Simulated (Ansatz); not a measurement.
# C2H6OSi2: how energies converge with the basis set

How large a basis does C2H6OSi2 need? Two functionals are run in growing sets.

Computed with Ansatz 0.2.0, Gaussian basis. Level: one geometry, several basis sets.

Levels to be run: PBE0-D4/def2-SVP; ωB97M-V/def2-SVP; PBE0-D4/def2-QZVPP; ωB97M-V/def2-QZVPP; the functionals' def2-TZVPP values are taken from earlier runs.

### Step 1. Structure used throughout

The geometry comes from an earlier relaxation with PBE0-D4 in a triple-zeta def2 set; it is a stationary point, not always the lowest conformer.

SMILES `[SiH3]C1=C[SiH2]O1`, 11 atoms, charge 0, spin multiplicity 1.

Atoms are counted from 1 here; the program's logs count them from 0.

Bond lengths: Si1–C2 1.878 Å, Si1–H6 1.484 Å, Si1–H7 1.484 Å, Si1–H8 1.484 Å, C2–C3 1.350 Å, C2–O5 1.399 Å, C3–Si4 1.831 Å, C3–H9 1.077 Å, Si4–O5 1.706 Å, Si4–H10 1.484 Å, Si4–H11 1.484 Å. Angles: C2–Si1–H6 109.6°, C2–Si1–H7 109.6°, C2–Si1–H8 107.7°, H6–Si1–H7 109.4°, H6–Si1–H8 110.3°, H7–Si1–H8 110.3°, Si1–C2–C3 132.4°, Si1–C2–O5 118.0°, C3–C2–O5 109.6°, C2–C3–Si4 84.1°, C2–C3–H9 128.1°, Si4–C3–H9 147.8°, C3–Si4–O5 78.8°, C3–Si4–H10 120.0°, C3–Si4–H11 120.0°, O5–Si4–H10 112.4°, O5–Si4–H11 112.4°, H10–Si4–H11 109.5° and more.

### Step 2. PBE0-D4 in def2-SVP

Contents of in.yaml:

```yaml
crystal:
  periodic: [false, false, false]
  atoms:
    - {symbol: Si, position_ang: [-1.845504, 0.430389, 0.623580]}
    - {symbol: C, position_ang: [-0.110575, 0.029859, 0.026413]}
    - {symbol: C, position_ang: [0.908013, -0.656650, 0.585770]}
    - {symbol: Si, position_ang: [1.788964, -0.242276, -0.964847]}
    - {symbol: O, position_ang: [0.275835, 0.499324, -1.233853]}
    - {symbol: H, position_ang: [-2.020787, 1.902845, 0.690778]}
    - {symbol: H, position_ang: [-2.839810, -0.140885, -0.318974]}
    - {symbol: H, position_ang: [-2.008738, -0.169831, 1.970694]}
    - {symbol: H, position_ang: [0.933813, -1.143252, 1.546266]}
    - {symbol: H, position_ang: [2.902693, 0.737847, -0.946700]}
    - {symbol: H, position_ang: [2.081396, -1.304370, -1.958728]}
basis:
  gaussian: {orbitals: def2-SVP}
hamiltonian: {xc: pbe0, dispersion: d4}
output: {orbitals: {seedname: orbitals}}
```

Run with:

```
$ ansatz run in.yaml --threads 4 --pin off --events-out ev --progress --plain --max-ram 10444MiB
```

After this run come: ωB97M-V in def2-SVP; PBE0-D4 in def2-QZVPP; ωB97M-V in def2-QZVPP.

Q: Predict the results of all the runs planned. Wanted: PBE0-D4: double and triple zeta above quadruple; ωB97M-V: double and triple zeta above quadruple.

**Answer**, as computed:

| quantity | value |
| --- | --- |
| PBE0-D4: double and triple zeta above quadruple | 11.27, 0.78 eV |
| ωB97M-V: double and triple zeta above quadruple | 11.41, 0.71 eV |

**Reading.** PBE0-D4 gains 10.49 eV from double to triple zeta, then 0.78 eV more. Total energies overstate the basis error of differences, where much of it tends to cancel.
